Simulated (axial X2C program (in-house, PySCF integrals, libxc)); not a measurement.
**SeP⁻: properties at the nuclei**

Aim: properties at the nuclei of SeP⁻, with spin–orbit coupling in the Hamiltonian from the start.

Computed with an in-house X2C program for linear molecules on PySCF integrals. Level: two-component X2C with atomic mean-field terms, Se dyall-acv3z, P dyall-av3z.

All values are calculated.

## 1. The job

Input file task.json:

```json
{
 "zs": [
  34,
  15
 ],
 "q": -1,
 "bas": [
  "dyall-acv3z",
  "dyall-av3z"
 ],
 "r0": 2.09,
 "levels": [
  "PBE0",
  "HF",
  "r2SCAN",
  "B3LYP",
  "PBE50"
 ],
 "nst": 3
}
```

Keys: zs atomic numbers; q charge; bas basis sets; r0 starting distance in Å; levels methods (HF also brings MP2); nst determinants followed.

The run is started by

```
python soeom.py task.json out
```

The runs that follow: Expectation values, lowest determinant; Expectation values, a higher determinant; Expectation values, a higher determinant.

What does the calculation give? Wanted: lowest determinant; Eeff magnitude; Ws magnitude Se; A∥/gI Se; qzz Se; higher determinant; qzz P (for each run or level that gives them).

**Answer**, as computed:

```
                                        quantity                                            value
                              lowest determinant  Ω = 1 (excess of +ω over −ω: ω = -1/2, ω = 3/2)
                    Eeff magnitude (GV/cm), PBE0                                           0.0407
                     Ws magnitude Se (kHz), PBE0                                           0.0239
                            A∥/gI Se (MHz), PBE0                                             -153
                             qzz Se (a.u.), PBE0                                             2.48
                              higher determinant                             Ω = 0 (closed shell)
         qzz Se (a.u.), PBE0, higher determinant                                             2.07
          qzz P (a.u.), PBE0, higher determinant                                             0.28
                              higher determinant   Ω = 2 (excess of +ω over −ω: ω = 1/2, ω = 3/2)
Eeff magnitude (GV/cm), PBE0, higher determinant                                           0.0806
 Ws magnitude Se (kHz), PBE0, higher determinant                                           0.0165
        A∥/gI Se (MHz), PBE0, higher determinant                                              310
         qzz Se (a.u.), PBE0, higher determinant                                             2.07
```

In words: In the first state, the effective field runs from 0.00175 to 0.0838 GV/cm over the mean-field levels, so the levels don't agree on it. The expectation values come from single determinants, which for open shells can mix terms of unlike spin or miss the lowest Ω, so a determinant need not be a state. Eeff is the effective electric field on the electron dipole moment in this Ω state and Ws the scalar–pseudoscalar constant (defined with the proton number Z and per Ω); A∥ is the parallel hyperfine constant, which follows by multiplying with the nuclear g factor gI = μI/(I μN); qzz is the electric field gradient, eQq0 = 234.96 MHz × Q/barn × qzz. The operators were transformed with the bare-nucleus X2C matrices.
